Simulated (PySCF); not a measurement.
# AuF4−: ligand-field states, spin distribution, part 1 of 2

Aim: compute the ligand-field states, spin distribution of AuF4−.

Computed with PySCF 2.14.0 and routines of our own; the level stands in each step. Atoms count from 0.

### 1 The starting structure

5 atoms, charge -1, states of the metal's open shell are computed; geometry from: model start, shaken.

### 2 Relaxing the molecule at PBE0-D3(BJ)/def2-TZVP

Job settings and geometry (Å):

```
{"job": {"xc": "PBE0", "basis": "def2-TZVP", "d3": "d3bj", "grid": 1, "maxiter": 45, "kind": "geom"}, "charge": -1, "metal": "Au", "open_shell": "d8"}
Au     0.000020     0.004480    -0.004110
F      2.016640    -0.006820    -0.014870
F     -2.029100     0.020100    -0.007380
F     -0.009310     2.037350     0.005350
F      0.001580    -2.043960    -0.000440
```

The run is started by

```console
$ OMP_NUM_THREADS=1 python lf_run.py task.json out
```

The driver reads the jobs from task.json and runs them one after another.

What it wrote:

```text
step   0  E = -534.95571668  max force = 0.040709
step   1  E = -534.97273139  max force = 0.001879
step   2  E = -534.97265032  max force = 0.001957
step   3  E = -534.97277050  max force = 0.000485
step   4  E = -534.97277883  max force = 0.000335
optimisation converged
```

It took 55 s on 1 thread of Arm Neoverse V1, shared host; peak memory 0.46 GiB.

Step by step: (the energy doesn't fall at every step)

```csv
step,energy from step 0 (eV),largest force component (eV/Å)
0,0.0000,2.0933
1,-0.4630,0.0966
2,-0.4608,0.1006
3,-0.4641,0.0249
4,-0.4643,0.0172
```

Close pairs (by a distance rule), those that changed most:

```csv
bond,before (Å),after (Å),change (Å)
Au0–F4,2.048,1.924,-0.124
Au0–F3,2.033,1.923,-0.109
Au0–F2,2.029,1.923,-0.106
Au0–F1,2.017,1.923,-0.094
```

The next job starts from the end point, and lists it.

```csv
at the end point,value
point group (found at 0.08 Å tolerance),D4h
"rotational constants (GHz, main isotopes)","3.597, 3.593, 1.798"
```

### 3 Ligand-field states: state-averaged CASSCF in dichloromethane

Job settings and geometry (Å):

```
{"job": {"kind": "lf", "basis": {"metal": "x2c-TZVPall", "ligand": "x2c-SVPall"}, "nevpt": true, "solvent": "dichloromethane"}, "charge": -1, "metal": "Au", "open_shell": "d8"}
Au     0.000000     0.000000     0.000000
F      1.923433    -0.000000    -0.000000
F     -1.923433     0.000000     0.000000
F     -0.000000     1.923433    -0.000000
F      0.000000    -1.923433     0.000000
```

Method: state-averaged CASSCF of the metal d shell, SC-NEVPT2 on the averaged canonical orbitals, state-interaction spin-orbit coupling.

What it wrote:

```text
basis functions 137, electrons 116, active (8e, 5o)
stage 1: DIIS on the effective Fock matrix, level shift 0.30
cycle   1  E = -19407.6032610929  dE = -1.941e+04  max|g| = 1.835e+00
cycle   2  E = -19408.9022653510  dE = -1.299e+00  max|g| = 9.647e-01
cycle   3  E = -19409.4778547494  dE = -5.756e-01  max|g| = 4.718e-01
cycle   4  E = -19409.5998585584  dE = -1.220e-01  max|g| = 4.304e-02
cycle   5  E = -19409.6018502624  dE = -1.992e-03  max|g| = 2.669e-02
cycle   6  E = -19409.6023052883  dE = -4.550e-04  max|g| = 1.323e-02
cycle   7  E = -19409.6024498114  dE = -1.445e-04  max|g| = 6.171e-03
cycle   8  E = -19409.6024982073  dE = -4.840e-05  max|g| = 2.422e-03
cycle   9  E = -19409.6025045694  dE = -6.362e-06  max|g| = 1.474e-03
cycle  10  E = -19409.6025059489  dE = -1.380e-06  max|g| = 7.905e-04
cycle  11  E = -19409.6025065006  dE = -5.517e-07  max|g| = 3.241e-04
cycle  12  E = -19409.6025066006  dE = -9.997e-08  max|g| = 1.686e-04
cycle  13  E = -19409.6025066318  dE = -3.114e-08  max|g| = 8.377e-05
cycle  14  E = -19409.6025066398  dE = -8.036e-09  max|g| = 4.152e-05
cycle  15  E = -19409.6025066427  dE = -2.954e-09  max|g| = 2.058e-05
cycle  16  E = -19409.6025066439  dE = -1.128e-09  max|g| = 9.674e-06
converged average energy = -19409.6025066439

 mult deg   label        CASSCF/cm-1   NEVPT2/cm-1
   1   1   1A1g                0.0           0.0
   3   1   3A2g            23869.1       28903.1
   3   2   3Eg             24577.6       31130.6
   1   1   1A2g            29605.2       34041.8
   3   1   3B1g            24753.4       37052.2
   1   2   1Eg             34070.3       38925.9
   1   1   1B1g            33358.1       43326.6
   3   2   3Eg             56025.9       66265.2
   1   1   1A1g            63000.0       70935.9
   3   1   3B2g            57577.1       72421.9
   3   1   3A2g            63211.3       73615.2
   1   2   1Eg             67310.5       75542.3
   1   1   1B2g            64402.4       77466.0
   1   1   1B1g            75143.9       82926.3
   1   1   1B2g            74803.8       84161.5
   3   2   3Eg             71948.8       84866.1
   1   1   1A1g            80916.3       92566.3
   1   2   1Eg             80119.0       92894.0
   1   1   1A1g            97035.4      105965.8

spin-orbit levels / cm-1
      0.00  x1  1A1g 0.94 3A2g 0.04
  26213.73  x1  3Eg 0.55 3A2g 0.43
  27453.92  x2  3A2g 0.52 3Eg 0.39 1Eg 0.04
  27661.28  x1  3Eg 0.79 1A2g 0.19
  30556.46  x1  3Eg 0.62 3B1g 0.36
  32051.07  x2  3B1g 0.32 3Eg 0.31 3A2g 0.27
  32613.27  x1  3Eg 0.80 1B1g 0.18
  34482.23  x1  3A2g 0.50 3Eg 0.41 1A1g 0.06
  37003.37  x2  1Eg 0.37 3B1g 0.24 3A2g 0.19
  37737.15  x1  1A2g 0.80 3Eg 0.20
  42829.95  x1  3B1g 0.62 3Eg 0.36
  44767.84  x2  1Eg 0.47 3B1g 0.39 3Eg 0.11
  46770.30  x1  1B1g 0.79 3Eg 0.18
  62889.41  x1  3Eg 0.72 3A2g 0.14 1A1g 0.11
  64774.33  x1  3Eg 0.62 3B2g 0.29 1B1g 0.06
  65143.58  x2  3Eg 0.62 3B2g 0.21 3A2g 0.13
  67275.10  x1  3Eg 0.98
  68060.83  x1  3Eg 0.74 1B2g 0.22
  72753.96  x2  1Eg 0.45 3Eg 0.23 3B2g 0.17
  73598.71  x1  1A1g 0.57 3A2g 0.39
  75232.58  x2  3A2g 0.60 3B2g 0.36
  76440.99  x1  3Eg 0.40 1B2g 0.35 3Eg 0.20
  77796.65  x1  3A2g 0.34 1A1g 0.26 3Eg 0.21
  78950.52  x1  3B2g 0.66 3Eg 0.24 1B1g 0.08
  81676.23  x1  3Eg 0.55 1B1g 0.36 3Eg 0.08
  82629.69  x2  1Eg 0.51 3B2g 0.20 3Eg 0.11
  85521.74  x1  1B2g 0.73 1B2g 0.19 3Eg 0.05
  86087.44  x1  3Eg 0.67 1A1g 0.17 3A2g 0.09
  88021.93  x2  3Eg 0.85 3A2g 0.09 3B2g 0.03
  89178.01  x1  3Eg 1.00
```

It took 15 s on 1 thread of Arm Neoverse V1, shared host; peak memory 0.43 GiB.

Warnings kept with the result: strongly covalent, metal-shell active space is small for this complex.

Key values:

```csv
quantity,value
spin-orbit constant ζ,4756 cm⁻¹
```

Powder susceptibility:

```csv
T (K),χT (cm³ K/mol),μ(eff)
2,0.000,0.02
5,0.000,0.03
10,0.000,0.04
20,0.001,0.06
30,0.001,0.08
50,0.001,0.10
75,0.002,0.12
100,0.003,0.14
150,0.004,0.17
200,0.005,0.20
250,0.006,0.22
300,0.007,0.24
```

Orbitals, density, ELF and potential are computed afterwards from the orbital file.

### 4 Spin distribution: unrestricted DFT, spin states

Job settings and geometry (Å):

```
{"job": {"kind": "spin", "xc": "BP86"}, "charge": -1, "metal": "Au", "open_shell": "d8"}
Au     0.000000     0.000000     0.000000
F      1.923433    -0.000000    -0.000000
F     -1.923433     0.000000     0.000000
F     -0.000000     1.923433    -0.000000
F      0.000000    -1.923433     0.000000
```

Level: unrestricted DFT energies of the spin multiplicities at one geometry, beside CASSCF and NEVPT2 of the metal shell.

What it wrote:

```text
multiplicity 3
final grid: 62008 points
cycle   1  E = -19428.6411514319  dE = -5.716e-02  |g| = 5.419e-01  |ddm| = 1.141e+00
cycle   2  E = -19427.9429584275  dE =  6.982e-01  |g| = 1.575e+00  |ddm| = 1.439e+00
cycle   3  E = -19428.7457837886  dE = -8.028e-01  |g| = 1.139e-01  |ddm| = 9.569e-01
cycle   4  E = -19428.7510365914  dE = -5.253e-03  |g| = 2.192e-02  |ddm| = 1.099e-01
cycle   5  E = -19428.7511652115  dE = -1.286e-04  |g| = 8.956e-03  |ddm| = 1.650e-02
cycle   6  E = -19428.7511908711  dE = -2.566e-05  |g| = 9.875e-04  |ddm| = 6.427e-03
cycle   7  E = -19428.7511912553  dE = -3.842e-07  |g| = 5.954e-05  |ddm| = 9.421e-04
converged SCF energy = -19428.7511912553
multiplicity 1
final grid: 62008 points
cycle   1  E = -19428.8238044279  dE = -1.191e-01  |g| = 2.589e-01  |ddm| = 9.333e-01
cycle   2  E = -19428.6729159637  dE =  1.509e-01  |g| = 7.549e-01  |ddm| = 7.092e-01
cycle   3  E = -19428.8498916051  dE = -1.770e-01  |g| = 6.441e-02  |ddm| = 4.381e-01
cycle   4  E = -19428.8515975473  dE = -1.706e-03  |g| = 1.231e-02  |ddm| = 5.656e-02
cycle   5  E = -19428.8516401258  dE = -4.258e-05  |g| = 3.966e-03  |ddm| = 1.079e-02
cycle   6  E = -19428.8516442870  dE = -4.161e-06  |g| = 2.215e-04  |ddm| = 2.342e-03
cycle   7  E = -19428.8516443089  dE = -2.193e-08  |g| = 2.627e-05  |ddm| = 2.194e-04
converged SCF energy = -19428.8516443089
```

Run time: 13 s. Hardware: 1 thread of Arm Neoverse V1, shared host; peak memory 0.48 GiB.

### 5 Spin distribution: unrestricted DFT, spin states

The job, as its differences from that of step 4:

```diff
@@ -1,2 +1,2 @@
-{"job": {"kind": "spin", "xc": "BP86"}, "charge": -1, "metal": "Au", "open_shell": "d8"}
+{"job": {"kind": "spin", "xc": "TPSSh"}, "charge": -1, "metal": "Au", "open_shell": "d8"}
 Au     0.000000     0.000000     0.000000
```

Method: unrestricted DFT energies of the spin multiplicities at one geometry, beside CASSCF and NEVPT2 of the metal shell.

What it wrote:

```text
multiplicity 3
final grid: 62008 points
cycle   1  E = -19423.1078740287  dE = -8.578e-02  |g| = 3.243e-01  |ddm| = 8.377e-01
cycle   2  E = -19422.9397557974  dE =  1.681e-01  |g| = 8.079e-01  |ddm| = 7.796e-01
cycle   3  E = -19423.1460167740  dE = -2.063e-01  |g| = 5.247e-02  |ddm| = 4.940e-01
cycle   4  E = -19423.1469922748  dE = -9.755e-04  |g| = 9.844e-03  |ddm| = 4.968e-02
cycle   5  E = -19423.1470277784  dE = -3.550e-05  |g| = 1.944e-03  |ddm| = 8.470e-03
cycle   6  E = -19423.1470293084  dE = -1.530e-06  |g| = 4.131e-04  |ddm| = 2.272e-03
cycle   7  E = -19423.1470293522  dE = -4.378e-08  |g| = 1.810e-04  |ddm| = 2.954e-04
converged SCF energy = -19423.1470293522
multiplicity 1
final grid: 62008 points
cycle   1  E = -19423.2465711796  dE = -1.029e-01  |g| = 1.448e-01  |ddm| = 6.841e-01
cycle   2  E = -19423.2302721356  dE =  1.630e-02  |g| = 2.688e-01  |ddm| = 2.916e-01
cycle   3  E = -19423.2533909472  dE = -2.312e-02  |g| = 4.481e-02  |ddm| = 1.887e-01
cycle   4  E = -19423.2536414843  dE = -2.505e-04  |g| = 8.959e-03  |ddm| = 2.395e-02
cycle   5  E = -19423.2536626043  dE = -2.112e-05  |g| = 3.314e-03  |ddm| = 7.891e-03
cycle   6  E = -19423.2536657471  dE = -3.143e-06  |g| = 1.934e-04  |ddm| = 1.972e-03
cycle   7  E = -19423.2536657617  dE = -1.463e-08  |g| = 2.336e-05  |ddm| = 1.596e-04
converged SCF energy = -19423.2536657617
```

Wall time 20 s (1 thread of Arm Neoverse V1, shared host); peak memory 0.53 GiB.

### 6 Spin distribution: unrestricted DFT, spin states

Job settings and geometry (Å):

```
{"job": {"kind": "spin", "xc": "B3LYP"}, "charge": -1, "metal": "Au", "open_shell": "d8"}
Au     0.000000     0.000000     0.000000
F      1.923433    -0.000000    -0.000000
F     -1.923433     0.000000     0.000000
F     -0.000000     1.923433    -0.000000
F      0.000000    -1.923433     0.000000
```

Level: unrestricted DFT energies of the spin multiplicities at one geometry, beside CASSCF and NEVPT2 of the metal shell.

What it wrote:

```text
multiplicity 3
final grid: 62008 points
cycle   1  E = -19421.5438613614  dE = -1.090e-01  |g| = 2.035e-01  |ddm| = 7.390e-01
cycle   2  E = -19421.5091052571  dE =  3.476e-02  |g| = 3.862e-01  |ddm| = 4.200e-01
cycle   3  E = -19421.5574140335  dE = -4.831e-02  |g| = 4.887e-02  |ddm| = 2.661e-01
cycle   4  E = -19421.5576581864  dE = -2.442e-04  |g| = 1.140e-02  |ddm| = 2.261e-02
cycle   5  E = -19421.5577121814  dE = -5.400e-05  |g| = 2.769e-03  |ddm| = 1.263e-02
cycle   6  E = -19421.5577150205  dE = -2.839e-06  |g| = 1.156e-03  |ddm| = 2.658e-03
cycle   7  E = -19421.5577154881  dE = -4.676e-07  |g| = 1.619e-04  |ddm| = 1.315e-03
converged SCF energy = -19421.5577154881
multiplicity 1
final grid: 62008 points
cycle   1  E = -19421.6632259163  dE = -1.093e-01  |g| = 1.459e-01  |ddm| = 6.312e-01
cycle   2  E = -19421.6651752757  dE = -1.949e-03  |g| = 6.220e-02  |ddm| = 1.346e-01
cycle   3  E = -19421.6658906302  dE = -7.154e-04  |g| = 3.624e-02  |ddm| = 5.962e-02
cycle   4  E = -19421.6661664168  dE = -2.758e-04  |g| = 7.455e-03  |ddm| = 2.475e-02
cycle   5  E = -19421.6661757273  dE = -9.311e-06  |g| = 4.683e-03  |ddm| = 7.652e-03
cycle   6  E = -19421.6661827480  dE = -7.021e-06  |g| = 1.594e-04  |ddm| = 2.893e-03
cycle   7  E = -19421.6661827591  dE = -1.110e-08  |g| = 2.259e-05  |ddm| = 1.721e-04
converged SCF energy = -19421.6661827591
```

It took 14 s on 1 thread of Arm Neoverse V1, shared host; peak memory 0.53 GiB.

(Continued in part 2 of 2.)
